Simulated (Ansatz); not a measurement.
# C2H8AlB: one species, many methods

Aim: compute C2H8AlB with functionals from several rungs and with coupled cluster, and see how far each lands from CCSD(T) at the basis-set limit for the atomisation energy.

Method: functionals in def2-TZVPP, the program's frozen cores in correlated methods; program: Ansatz 0.2.0, Gaussian basis.

The runs, in order: LDA (SPW92), PBE-D4, revPBE-D4, BLYP-D4, r2SCAN-D4, B97M-V, PBE0-D4, B3LYP-D4, r2SCANh-D4, r2SCAN0-D4, HSE06-D4, BHLYP-D4, CAM-B3LYP-D4, LC-ωPBE, ωB97X-V, ωB97M-V, B2PLYP, PBE-QIDH; CCSD(T)/def2-SVP; CCSD(T)/def2-TZVPP; MP2/def2-QZVPP; extrapolation to the limit; RPA on PBE.

### Step 1. The relaxed structure

An earlier PBE0-D4 in a triple-zeta def2 set relaxation fixed the geometry.

SMILES `B[CH2][AlH][CH3]`, 12 atoms, charge 0, spin multiplicity 1.

Atoms are counted from 1 here; the program's logs count them from 0.

Bond lengths: B1–C2 1.505 Å, B1–H5 1.201 Å, B1–H6 1.201 Å, C2–Al3 1.993 Å, C2–H7 1.092 Å, C2–H8 1.097 Å, Al3–C4 1.945 Å, Al3–H9 1.588 Å, C4–H10 1.095 Å, C4–H11 1.096 Å, C4–H12 1.092 Å. Angles: C2–B1–H5 120.8°, C2–B1–H6 120.8°, H5–B1–H6 118.2°, B1–C2–Al3 102.1°, B1–C2–H7 118.2°, B1–C2–H8 116.7°, Al3–C2–H7 103.4°, Al3–C2–H8 99.6°, H7–C2–H8 113.0°, C2–Al3–C4 120.8°, C2–Al3–H9 117.7°, C4–Al3–H9 121.4°, Al3–C4–H10 111.4°, Al3–C4–H11 110.1°, Al3–C4–H12 112.9°, H10–C4–H11 106.2°, H10–C4–H12 108.3°, H11–C4–H12 107.6°.

As a file:

```
B    -1.0731    1.6290   -0.2450
C    -1.3792    0.3323    0.4555
Al    0.4433   -0.4043    0.7841
C     1.4544   -1.2367   -0.6542
H    -0.8661    1.6543   -1.4279
H    -0.9268    2.6454    0.3780
H    -1.8184    0.3767    1.4547
H    -1.7948   -0.4748   -0.1596
H     0.9972   -0.3667    2.2717
H     1.7387   -2.2635   -0.4015
H     2.3910   -0.6917   -0.8199
H     0.9108   -1.2552   -1.6016
```

### Step 2. LDA

This LDA is Slater exchange with PW92 correlation.

Contents of in.yaml:

```yaml
crystal:
  periodic: [false, false, false]
  atoms:
    - {symbol: B, position_ang: [-1.073064, 1.628995, -0.245025]}
    - {symbol: C, position_ang: [-1.379221, 0.332271, 0.455537]}
    - {symbol: Al, position_ang: [0.443329, -0.404342, 0.784127]}
    - {symbol: C, position_ang: [1.454418, -1.236687, -0.654199]}
    - {symbol: H, position_ang: [-0.866081, 1.654278, -1.427949]}
    - {symbol: H, position_ang: [-0.926829, 2.645375, 0.377976]}
    - {symbol: H, position_ang: [-1.818395, 0.376741, 1.454680]}
    - {symbol: H, position_ang: [-1.794817, -0.474844, -0.159618]}
    - {symbol: H, position_ang: [0.997158, -0.366656, 2.271671]}
    - {symbol: H, position_ang: [1.738696, -2.263459, -0.401547]}
    - {symbol: H, position_ang: [2.390968, -0.691725, -0.819909]}
    - {symbol: H, position_ang: [0.910838, -1.255246, -1.601646]}
basis:
  gaussian: {orbitals: def2-TZVPP}
hamiltonian: {xc: lda}
output: {orbitals: {seedname: orbitals}}
```

Launch:

```bash
ansatz run in.yaml --threads 2 --pin off --events-out ev --progress --plain --max-ram 4352MiB
```

Further steps of the session: PBE-D4 (GGA); revPBE-D4 (GGA); BLYP-D4 (GGA); r2SCAN-D4 (meta-GGA); B97M-V (meta-GGA); PBE0-D4 (hybrid); B3LYP-D4 (hybrid); r2SCANh-D4 (hybrid); r2SCAN0-D4 (hybrid); HSE06-D4 (hybrid); BHLYP-D4 (hybrid); CAM-B3LYP-D4 (range-separated); LC-ωPBE (range-separated); ωB97X-V (range-separated); ωB97M-V (range-separated); B2PLYP (double hybrid); PBE-QIDH (double hybrid); CCSD(T) in def2-SVP; CCSD(T) in def2-TZVPP; MP2 in def2-QZVPP; RPA on PBE orbitals.

Q: Predict the results of all the runs planned. Wanted: atomisation energy, CCSD(T)/CBS; farthest beyond LDA; mean size of error, GGA; mean size of error, meta-GGA; mean size of error, hybrid; mean size of error, range-separated; mean size of error, double hybrid; gap, smallest and largest; T1 diagnostic.

As calculated:

| quantity | value |
| --- | --- |
| atomisation energy, CCSD(T)/CBS | 4195.2 kJ/mol |
| functionals within 21.0 kJ/mol (0.5 %) | PBE0-D4, B3LYP-D4, r2SCANh-D4, r2SCAN0-D4, HSE06-D4, LC-ωPBE, ωB97X-V, PBE-QIDH |
| farthest beyond LDA | BHLYP-D4 (-46.9 kJ/mol) |
| mean size of error, GGA | 33.1 kJ/mol |
| mean size of error, meta-GGA | 38.0 kJ/mol |
| mean size of error, hybrid | 18.4 kJ/mol |
| mean size of error, range-separated | 18.2 kJ/mol |
| mean size of error, double hybrid | 17.0 kJ/mol |
| gap, smallest and largest | 4.21 eV (LDA (SPW92)), 11.13 eV (LC-ωPBE) |
| T1 diagnostic | 0.0111 |
| triples share of the correlation energy | 3.6 % |

What this shows: LDA overbinds by 482.6 kJ/mol (12 %). PBE-D4 misses by +37.3 kJ/mol. Double hybrids carry the basis error of their MP2 part in triple zeta, and no dispersion term here, so their miss is partly the set-up's. The rungs double hybrid, range-separated, hybrid miss on average by less than the doubt on the reference (21.0 kJ/mol), so they tie. The reference freezes the cores and leaves out relativity and excitations past (T), so misses under about 21.0 kJ/mol can't be ranked. Hartree-Fock recovers 78 % of the binding; the rest is correlation. CCSD(T) in def2-SVP is off by -174.5 kJ/mol, more than most functionals: a good method in a small basis is no reference. The gap grows from 4.2 to 11.1 eV across the functionals, mostly with the share of exact exchange.
